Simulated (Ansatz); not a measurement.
**La3HfO: from a guess to a relaxed structure**

The task: take a trial cell of La3HfO to zero force and stress.

Computed with Ansatz 0.2.0 (DFT PBE, scalar-relativistic, plane waves, PAW, unless a step's input says otherwise).

### Step 1. The system as given

It takes space group P6/mmm (No. 191, hexagonal). Conventional cell: a = 5.824 Å, b = 5.824 Å, c = 4.977 Å, α = 90.00°, β = 90.00°, γ = 120.00°. La (site symmetry mmm) has 4 La at 2.91 Å and 2 O at 2.91 Å as nearest neighbours. Hf (site symmetry 6/mmm) is surrounded by 2 O at 2.49 Å. Around O (site symmetry 6/mmm) lie 2 Hf at 2.49 Å and 6 La at 2.91 Å.

Structure file:

```cif
data_structure
_symmetry_space_group_name_H-M 'P6/mmm'
_symmetry_Int_Tables_number 191
_cell_length_a 5.8244
_cell_length_b 5.8244
_cell_length_c 4.9767
_cell_angle_alpha 90.000
_cell_angle_beta 90.000
_cell_angle_gamma 120.000
_cell_volume 146.21
loop_
_atom_site_label
_atom_site_type_symbol
_atom_site_symmetry_multiplicity
_atom_site_Wyckoff_symbol
_atom_site_fract_x
_atom_site_fract_y
_atom_site_fract_z
_atom_site_occupancy
La1 La 3 f 0.50000 0.00000 0.00000 1
Hf1 Hf 1 b 0.00000 0.00000 0.50000 1
O1 O 1 a 0.00000 0.00000 0.00000 1
```

The cell is invented: random cell by space group and Wyckoff sites (P6/mmm, No. 191). The dimensions are guesses.

### Step 2. The guess as it stands, on a coarse mesh

input.yaml reads:

```yaml
crystal:
  lattice:
    - [5.82444771, 0.0, 0.0]
    - [-2.91222386, 5.04411968, 0.0]
    - [0.0, 0.0, 4.9767287]
  atoms:
    - { symbol: La, position: [0.5, 0.0, 0.0] }
    - { symbol: La, position: [0.0, 0.5, 0.0] }
    - { symbol: La, position: [0.5, 0.5, 0.0] }
    - { symbol: Hf, position: [0.0, 0.0, 0.5] }
    - { symbol: O, position: [0.0, 0.0, 0.0] }
basis:
  ecutwfc: 420
kpoints:
  mp_grid: { grid: [6, 6, 4] }
hamiltonian:
  xc: pbe
scf:
  occupations: { method: gaussian, width: 0.1 }
  lower_state_search: "off"
output:
  forces: true
  stress: true
  eigenvalues: true
```

Launch:

```bash
$ ansatz run input.yaml --threads 1 --pin off --max-ram 2560MiB --backend cpu --events-out ev --progress --plain --runs-dir out
```

Further runs follow: coarse relaxation; relaxation on the finer mesh.

Before running it: what results should come out? Wanted: conventional cell; volume; energy over the elements; gap on the mesh.

**Answer**, as computed:

| quantity | value |
| --- | --- |
| symmetry at the end (tolerance 0.05 Å) | space group P6/mmm (No. 191) |
| conventional cell | a = 6.648 Å, b = 6.648 Å, c = 3.936 Å, α = 90.00°, β = 90.00°, γ = 120.00° |
| volume | 30.13 Å³/atom |
| energy over the elements (uncorrected; H, N, O, F and Cl as molecules) | -0.57 eV/atom |
| gap on the mesh | none (metal) |

In words: The space group P6/mmm (No. 191) is kept, and the volume per atom grows by 3.0 % from the first guess. It lies below the elements, which doesn't yet make it stable: competing phases were not computed in this session. No finished test with a distortion of lower symmetry is shown, so the end may be a saddle point. The runs treat Hf, La without spin-orbit coupling. The final runs have no spin polarisation, so no magnetic state was tried and one may lie lower. Layers here are held mostly by dispersion, which this level lacks, so their spacing and the stiffness across them are unreliable there.
